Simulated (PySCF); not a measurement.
# C11H14: the cost of one run

Programs: PySCF 2.14.0, with density-fitted response routines of our own. Each step states its level of theory. These are calculated values for one molecule, in the gas phase or a continuum, unless marked as measured. Atoms are numbered from 0 throughout.

**1. The molecule as given**

25 atoms, charge 0, multiplicity 1; geometry from: GFN2-xTB. The atoms were then displaced at random by about 0.01 Å, so the start is not that level's minimum.

Bonds of the start (Å): C0–C1 1.50, C1–C2 1.54, C1–C3 1.55, C3–C4 1.37, C4–C5 1.39, C5–C6 1.37, C6–C7 1.40, C7–C8 1.39, C7–C9 1.48, C9–C10 1.55, C8–C3 1.37, C10–C6 1.49, C0–H11 1.10, C0–H12 1.14, C0–H13 1.09, C1–H14 1.10, C2–H15 1.09, C2–H16 1.07, C2–H17 1.08, C4–H18 1.09, C5–H19 1.08, C8–H20 1.10, C9–H21 1.07, C9–H22 1.11, C10–H23 1.09, C10–H24 1.10.

**2. Geometry optimisation at PBE0-D3(BJ)/def2-SVP**

Job settings and geometry (Å):

```
{"job": {"xc": "PBE0", "basis": "def2-SVP", "d3": "d3bj", "grid": 1, "shake": 0.01, "kind": "geom"}, "charge": 0, "multiplicity": 1}
C     -2.459610     1.417360     0.694220
C     -2.100400    -0.032170     0.513710
C     -2.753800    -0.614010    -0.754570
C     -0.559470    -0.187890     0.479570
C      0.031880    -0.959430     1.450880
C      1.411330    -1.147770     1.499730
C      2.140870    -0.544510     0.505640
C      1.530260     0.230800    -0.487090
C      0.158210     0.429520    -0.507790
C      2.819780     0.538980    -1.153880
C      3.500160    -0.319010    -0.053260
H     -2.153310     2.032330    -0.159130
H     -3.587340     1.551640     0.778860
H     -2.028130     1.855120     1.589430
H     -2.483150    -0.594120     1.379050
H     -2.414970    -0.051610    -1.622610
H     -3.816310    -0.544960    -0.683040
H     -2.455910    -1.648260    -0.860040
H     -0.579150    -1.420450     2.228300
H      1.840430    -1.745550     2.284490
H     -0.331450     1.019390    -1.302860
H      3.106160     1.574650    -1.169620
H      2.927090     0.160480    -2.196830
H      4.003890    -1.209460    -0.432130
H      4.205380     0.221010     0.591010
```

The run is started by

```
$ OMP_NUM_THREADS=1 python probes_run.py task.json out
```

One launch serves the whole session: the jobs run in the order shown.

**Question.** How long does this first job take on 1 thread of Arm Neoverse N1, shared host, and how much memory does it need?

About 7.8 min, with a peak of 0.98 GiB.
